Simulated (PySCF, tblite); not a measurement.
# C3H6ClOSi radical: geometry, infrared bands and EPR parameters

What infrared bands and EPR parameters should C3H6ClOSi radical (`C=C(Cl)C([O])[SiH3]`) show?

The runs use tblite 0.8.0 and PySCF 2.14.0, with density-fitted response routines of our own; the level of theory stands in each step. All values are computed, except where a source is named. Atoms count from 0, in the outputs and in this text.

## Step 1: Starting geometry

12 atoms, charge 0, multiplicity 2; geometry from: force field or distance geometry start.

Bonds of the start (Å): C0–C1 1.36, C1–Cl2 1.73, C1–C3 1.54, C3–O4 1.34, C3–Si5 1.98, C0–H6 1.08, C0–H7 1.09, C3–H8 1.09, Si5–H9 1.50, Si5–H10 1.49, Si5–H11 1.49.

## Step 2: Geometry optimisation with GFN2-xTB

The job: settings as JSON, then the geometry in Å.

```
{"job": {"kind": "relax", "xc": "GFN2-xTB", "basis": "xTB"}, "charge": 0, "multiplicity": 2}
C      1.855500     0.729800     0.511100
C      0.876000     0.587100    -0.420000
Cl     0.587300     1.931200    -1.476300
C      0.024000    -0.662800    -0.685800
O      0.694800    -1.768000    -0.324400
Si    -1.692900    -0.499700     0.294000
H      2.088000    -0.087500     1.172800
H      2.420100     1.652700     0.612300
H     -0.322400    -0.593200    -1.715900
H     -1.508200    -0.403600     1.781100
H     -2.397200     0.742600    -0.136000
H     -2.623700    -1.629200    -0.006800
```

On the command line:

```console
$ OMP_NUM_THREADS=1 python probes_run.py task.json out
```

One launch serves the whole session: the jobs run in the order shown.

What it wrote:

```text
step      E/eV     max force
  0    -536.57106    3.138
  1    -536.77799    1.426
  2    -536.85732    1.097
  3    -536.90023    0.489
  4    -536.91563    0.407
  5    -536.94148    0.430
  6    -536.96109    0.581
  7    -536.98694    0.581
  8    -537.00761    0.491
  9    -537.03313    0.366
 10    -537.05405    0.463
 11    -537.07340    0.426
 12    -537.08957    0.325
 13    -537.10336    0.338
 14    -537.12612    0.566
 15    -537.16311    0.846
 16    -537.21062    1.083
 17    -537.26755    1.201
 18    -537.36219    2.123
 19    -537.51698    1.177
 20    -537.61525    1.458
 21    -537.49325    2.136
 22    -537.76317    1.043
 23    -537.84118    1.138
 24    -537.93737    1.163
 25    -538.04038    1.070
 26    -538.10053    0.744
 27    -538.19888    0.680
 28    -538.25374    1.270
 29    -538.31854    0.986
 30    -538.40968    0.672
 31    -538.45192    0.628
 32    -538.50663    0.574
 33    -538.53625    0.617
 34    -538.56041    0.393
 35    -538.56906    0.257
 36    -538.57710    0.279
 37    -538.58677    0.380
 38    -538.60228    0.474
 39    -538.62216    0.478
 40    -538.64656    0.382
 41    -538.67291    0.392
 42    -538.69742    0.406
 43    -538.71739    0.359
 44    -538.73526    0.336
 45    -538.75754    0.472
 46    -538.78600    0.508
 47    -538.81636    0.594
 48    -538.83574    0.427
 49    -538.85914    0.416
 50    -538.87326    0.302
 51    -538.88395    0.601
 52    -538.89101    0.245
 53    -538.89900    0.232
 54    -538.91122    0.254
 55    -538.91482    0.375
 56    -538.91882    0.184
 57    -538.92137    0.166
 58    -538.92450    0.139
 59    -538.92846    0.134
 60    -538.93110    0.127
 61    -538.93349    0.116
 62    -538.93526    0.120
 63    -538.93690    0.101
 64    -538.93828    0.119
 65    -538.93991    0.107
 66    -538.94196    0.105
 67    -538.94396    0.116
 68    -538.94514    0.090
 69    -538.94629    0.092
 70    -538.94813    0.079
 71    -538.95062    0.158
 72    -538.95332    0.196
 73    -538.95590    0.191
 74    -538.95810    0.117
 75    -538.96038    0.109
 76    -538.96249    0.125
 77    -538.96454    0.156
 78    -538.96656    0.142
 79    -538.96847    0.125
 80    -538.96979    0.090
 81    -538.97060    0.084
 82    -538.97122    0.079
 83    -538.97197    0.067
 84    -538.97280    0.059
 85    -538.97344    0.061
 86    -538.97380    0.047
 87    -538.97402    0.043
 88    -538.97427    0.048
 89    -538.97463    0.066
 90    -538.97505    0.061
 91    -538.97538    0.041
 92    -538.97558    0.040
 93    -538.97572    0.039
 94    -538.97592    0.053
 95    -538.97622    0.059
 96    -538.97664    0.048
 97    -538.97706    0.040
 98    -538.97734    0.034
 99    -538.97750    0.035
100    -538.97765    0.032
101    -538.97785    0.036
102    -538.97821    0.048
103    -538.97883    0.079
104    -538.97977    0.104
105    -538.98080    0.091
106    -538.98158    0.069
107    -538.98205    0.066
108    -538.98257    0.062
109    -538.98357    0.105
110    -538.98541    0.182
111    -538.98656    0.247
112    -538.99158    0.158
113    -538.99602    0.200
114    -538.99845    0.127
115    -538.99999    0.148
116    -539.00190    0.148
117    -539.00452    0.119
118    -539.00777    0.224
119    -539.00903    0.251
120    -539.01160    0.110
121    -539.01305    0.094
122    -539.01427    0.094
123    -539.01639    0.163
124    -539.01758    0.163
125    -539.01890    0.116
126    -539.02019    0.069
127    -539.02059    0.051
128    -539.02101    0.044
129    -539.02130    0.036
130    -539.02154    0.026
131    -539.02164    0.017
132    -539.02169    0.016
133    -539.02173    0.014
134    -539.02178    0.019
135    -539.02184    0.018
136    -539.02190    0.013
137    -539.02192    0.012
138    -539.02194    0.014
139    -539.02196    0.012
140    -539.02198    0.011
141    -539.02199    0.009
```

It took 0.92 s on 1 thread of Arm Neoverse V1, shared host.

Step by step: (not every step is listed)

| step | energy from step 0 (eV) | largest force (eV/Å) |
| --- | --- | --- |
| 0 | 0.0000 | 3.1383 |
| 1 | -0.2069 | 1.4260 |
| 2 | -0.2863 | 1.0968 |
| 3 | -0.3292 | 0.4886 |
| 4 | -0.3446 | 0.4071 |
| 5 | -0.3704 | 0.4304 |
| 6 | -0.3900 | 0.5806 |
| 7 | -0.4159 | 0.5807 |
| 8 | -0.4366 | 0.4915 |
| 20 | -1.0442 | 1.4582 |
| 32 | -1.9356 | 0.5743 |
| 44 | -2.1642 | 0.3365 |
| 56 | -2.3478 | 0.1844 |
| 68 | -2.3741 | 0.0896 |
| 80 | -2.3987 | 0.0902 |
| 92 | -2.4045 | 0.0397 |
| 104 | -2.4087 | 0.1040 |
| 116 | -2.4308 | 0.1477 |
| 128 | -2.4500 | 0.0435 |
| 136 | -2.4508 | 0.0126 |
| 137 | -2.4509 | 0.0116 |
| 138 | -2.4509 | 0.0142 |
| 139 | -2.4509 | 0.0121 |
| 140 | -2.4509 | 0.0108 |
| 141 | -2.4509 | 0.0093 |

Close pairs (by a distance rule), those that changed most:

| bond | before (Å) | after (Å) | change (Å) |
| --- | --- | --- | --- |
| O4–Si5 | 2.773 | 1.630 | -1.143 |
| C3–Si5 | 1.984 | 2.798 | +0.815 |
| C1–C3 | 1.536 | 1.390 | -0.146 |
| Si5–H11 | 1.494 | 1.454 | -0.040 |
| Si5–H9 | 1.502 | 1.464 | -0.038 |
| Si5–H10 | 1.491 | 1.464 | -0.028 |
| C3–O4 | 1.342 | 1.324 | -0.019 |
| C0–H7 | 1.087 | 1.073 | -0.014 |

The final coordinates are the input of the step that follows.

## Step 3: Vibrational analysis with GFN2-xTB

The job: settings as JSON, then the geometry in Å.

```
{"job": {"kind": "ir", "xc": "GFN2-xTB", "basis": "xTB"}, "charge": 0, "multiplicity": 2}
C      1.263846     1.031156     0.534395
C      1.133586     0.626135    -0.759254
Cl     2.320614     1.191287    -1.905973
C      0.169598    -0.197003    -1.329943
O     -0.852153    -0.771016    -0.714664
Si    -1.565121    -0.918400     0.744115
H      0.564975     0.716830     1.285783
H      2.068395     1.675947     0.831470
H      0.218918    -0.421358    -2.387395
H     -0.649313    -1.534715     1.705495
H     -2.004492     0.387546     1.237830
H     -2.667655    -1.787093     0.364501
```

What it wrote:

```text
mode    cm-1     km/mol
  1      46.4      0.03
  2     142.4      1.05
  3     153.1      1.52
  4     231.2      2.26
  5     233.4      2.00
  6     334.5      2.84
  7     452.3      3.56
  8     457.1      0.88
  9     514.2      0.09
 10     582.1     74.58
 11     629.1     82.00
 12     667.2     15.09
 13     715.5     27.64
 14     730.4      0.79
 15     742.8     45.03
 16     771.2    212.96
 17     802.2    170.55
 18     817.1    422.04
 19     986.2      1.40
 20    1128.9    135.67
 21    1282.2    130.77
 22    1338.3      5.74
 23    1441.6    102.17
 24    1486.5     43.66
 25    2235.6    357.22
 26    2259.7    128.80
 27    2345.2    223.66
 28    3053.1     19.18
 29    3135.1      3.21
 30    3174.5     18.62
```

Run time: 0.36 s. Hardware: 1 thread of Arm Neoverse V1, shared host.

Which atoms move in the most intense modes:

| cm⁻¹ | km/mol | atoms |
| --- | --- | --- |
| 771 | 213.0 | H11 48 %, H9 17 %, H10 17 % |
| 802 | 170.6 | H10 47 %, H9 47 % |
| 817 | 422.0 | H11 37 %, H10 26 %, H9 26 %, Si5 10 % |
| 1129 | 135.7 | C1 38 %, H8 16 %, H6 13 %, O4 12 % |
| 1282 | 130.8 | H8 53 %, O4 31 % |
| 2236 | 357.2 | H9 51 %, H10 45 % |
| 2260 | 128.8 | H10 52 %, H9 45 % |
| 2345 | 223.7 | H11 96 % |

The optimised geometry no longer has the bonds of the starting formula, so what follows describes that rearranged structure.

## Step 4: EPR parameters: B3LYP/pcH-1

The job, as its differences from that of step 3:

```diff
@@ -1,2 +1,2 @@
-{"job": {"kind": "ir", "xc": "GFN2-xTB", "basis": "xTB"}, "charge": 0, "multiplicity": 2}
+{"job": {"kind": "epr", "basis": "pcH-1"}, "charge": 0, "multiplicity": 2}
 C      1.263846     1.031156     0.534395
```

Method: UKS B3LYP, pcH-1 on C Cl H O Si, non-relativistic, mean-field spin-orbit, GIAO.

What it wrote:

```text
UKS, coarse grid
  cycle   1  E = -942.74133225  |g| = 5.05e-01
  cycle   2  E = -942.59293597  |g| = 8.08e-01
  cycle   3  E = -942.82332494  |g| = 9.79e-02
  cycle   4  E = -942.82661117  |g| = 4.42e-02
  cycle   5  E = -942.82753989  |g| = 1.84e-02
  cycle   6  E = -942.82773551  |g| = 5.23e-03
  cycle   7  E = -942.82776893  |g| = 3.00e-03
  cycle   8  E = -942.82777554  |g| = 1.65e-03
  cycle   9  E = -942.82777679  |g| = 3.14e-04
UKS, final grid
  cycle   1  E = -942.82780578  |g| = 3.42e-04
  cycle   2  E = -942.82780572  |g| = 5.11e-04
  cycle   3  E = -942.82780584  |g| = 6.74e-05
  cycle   4  E = -942.82780584  |g| = 2.98e-05
E = -942.82780584 Eh   <S^2> = 0.7735 (exact 0.7500)
g shifts (ppm)      1          2          3
  rmc          -164       -164       -164
  gc             -6         36         34
  oz_so          86        726       1022
  total         -85        598        893
hyperfine (MHz)  atom isotope    a_iso     a_fc   dipolar eigenvalues
    0   13C      49.38      49.44    -47.36    -45.79     93.14
    1   13C     -52.89     -52.82    -26.64     10.34     16.30
    2  35Cl      -1.67      -1.73     -4.61      0.76      3.86
    3   13C      55.59      55.63    -53.04    -50.63    103.68
    4   17O      -8.87      -8.89    -37.18     18.11     19.07
    5  29Si       4.52       4.52     -0.30      0.08      0.22
    6    1H     -35.87     -35.88    -19.80     -1.37     21.17
    7    1H     -39.11     -39.12    -23.11     -0.10     23.21
    8    1H     -44.35     -44.36    -24.29     -1.30     25.59
    9    1H      14.55      14.55     -1.82     -0.93      2.75
   10    1H      14.50      14.50     -1.82     -0.92      2.75
   11    1H      -2.13      -2.13     -1.64     -1.47      3.11
```

Wall time 48 s (1 thread of Arm Neoverse V1, shared host); peak memory 0.88 GiB.

Principal g values 2.00223, 2.00292, 2.00321; g(iso) = 2.00279, against 2.00232 for a free electron.

Hyperfine couplings, nucleus by nucleus at this fixed geometry (no averaging over rotations):

| nuclei | isotope | a(iso) (MHz) | a(iso) (G, at g = 2.0023) | largest dipolar term (MHz) |
| --- | --- | --- | --- | --- |
| C3 | 13C | 55.6 | 19.8 | 103.7 |
| C1 | 13C | -52.9 | -18.9 | -26.6 |
| C0 | 13C | 49.4 | 17.6 | 93.1 |
| H8 | 1H | -44.3 | -15.8 | 25.6 |
| H7 | 1H | -39.1 | -14.0 | 23.2 |
| H6 | 1H | -35.9 | -12.8 | 21.2 |
| H9 | 1H | 14.6 | 5.2 | 2.7 |
| H10 | 1H | 14.5 | 5.2 | 2.7 |
| O4 | 17O | -8.9 | -3.2 | -37.2 |
| Si5 | 29Si | 4.5 | 1.6 | -0.3 |
| H11 | 1H | -2.1 | -0.8 | 3.1 |
| Cl2 | 35Cl | -1.7 | -0.6 | -4.6 |

Mulliken spin populations:

| atom | value (e) |
| --- | --- |
| C0 | 0.63 |
| C1 | -0.22 |
| Cl2 | -0.01 |
| C3 | 0.60 |
| O4 | 0.07 |
| Si5 | 0.00 |
| H6 | -0.02 |
| H7 | -0.03 |
| H8 | -0.03 |
| H9 | 0.01 |
| H10 | 0.01 |
| H11 | 0.00 |

The fields below are evaluated on a grid from the run's orbitals.

ELF in a plane through or near 10 of the atoms.

Values, 10 rows by 14 columns:
```
0.00 0.00 0.00 0.00 0.00 0.00 0.00 0.00 0.00 0.00 0.00 0.00 0.00 0.00
0.00 0.00 0.00 0.00 0.00 0.00 0.00 0.00 0.00 0.00 0.00 0.00 0.00 0.00
0.00 0.00 0.00 0.28 0.85 0.19 0.15 0.16 0.00 0.00 0.00 0.00 0.00 0.00
0.00 0.00 0.00 0.73 1.00 0.84 0.97 0.96 0.03 0.16 0.06 0.01 0.00 0.00
0.00 0.03 0.34 0.08 0.15 0.38 0.57 0.14 0.19 0.13 0.14 0.13 0.02 0.00
0.00 0.17 0.86 0.64 0.77 0.80 0.60 0.30 0.73 0.76 0.93 1.00 0.86 0.00
0.00 0.08 0.69 0.32 0.74 0.25 0.54 0.81 0.59 0.17 0.99 1.00 0.90 0.00
0.00 0.01 0.29 0.75 0.40 0.62 1.00 0.14 0.55 0.06 0.14 0.57 0.02 0.00
0.00 0.00 0.00 0.03 0.00 0.30 0.93 0.06 0.00 0.00 0.00 0.00 0.00 0.00
0.00 0.00 0.00 0.00 0.00 0.00 0.00 0.00 0.00 0.00 0.00 0.00 0.00 0.00
```
The map spans 11.5 Å across and 9.7 Å up, centred on the molecule. Atoms in the plane (x, y in Å): C0 (-1.3, 1.1), C1 (-1.5, -0.2), Cl2 (-3.1, -0.9), C3 (-0.5, -1.2), O4 (0.8, -1.1), Si5 (2.0, 0.1), H6 (-0.3, 1.6), H7 (-2.2, 1.8), H8 (-0.8, -2.3), H11 (3.1, -0.8).

On the surface of density 0.002 e/bohr³ the electrostatic potential runs, from the 1st to the 99th percentile, from -0.63 V near Cl2 to 1.57 V near H10.

The spin density lies nearest to C0, C3 about 32 % each; C1 10 % (beta excess); O4 8 %.

## Step 5: Outcome

| quantity | value |
| --- | --- |
| strongest single infrared mode (GFN2-xTB) | 817 cm⁻¹, 422 km/mol |
| zero-point energy (GFN2-xTB) | 47.0 kcal/mol |
| g(iso) (B3LYP) | 2.00279 |
| ⟨S²⟩ | 0.774 (exact 0.75) |
| largest a(iso) | 13C on C3, 55.6 MHz |
| surface potential, 1st and 99th percentile | -0.63 V and 1.57 V |

In words: Over 141 steps the energy fell by 2.451 eV; of the close pairs, O4–Si5 changed most, 2.773 to 1.630 Å. No mode is imaginary among the 30: a minimum at this level. The strongest single mode, at 817 cm⁻¹, moves mainly H11, H10 and H9. Unscaled tight-binding wavenumbers are off by several per cent, some by more. Its intensities can rank the bands wrongly. The structure rearranged or came apart on optimisation; the results belong to the end geometry, not to the formula as drawn. The largest spin populations lie on C0 (0.63 e), C3 (0.60 e). The isotropic g lies 0.5 ppt above the free-electron value.
